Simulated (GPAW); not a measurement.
Sn3Te:

```
Te Sn
1.0
     4.86562    0.00000    0.00000
     0.00000    4.86562    0.00000
     0.00000    0.00000    4.86562
Te Sn
1 3
Direct
  0.00000 0.00000 0.00000
  0.00000 0.50000 0.50000
  0.50000 0.00000 0.50000
  0.50000 0.50000 0.00000
```

The cell comes from a database or a generator and needn't be the stable form of this composition.

Base run:

| Item | Value |
| --- | --- |
| Program | GPAW 26.7.0 |
| Functional | LDA |
| Potentials or basis | the program's PAW data sets (release 1.2.1) made for this functional |
| Cutoff | 600 eV |
| Basis | pw |
| k mesh | 6 × 6 × 6 |
| Occupations | fermi-dirac, width 0.05 eV |
| Spin | no spin polarisation |

Its results: pressure -3.7 GPa.

Question: The run is repeated on the same cell with these changes: functional from LDA to PBEsol; potentials or basis from the program's PAW data sets (release 1.2.1) made for this functional to PAW data sets generated in the run's folder for this functional. What comes out?

Answer: Pressure -2.6 GPa.
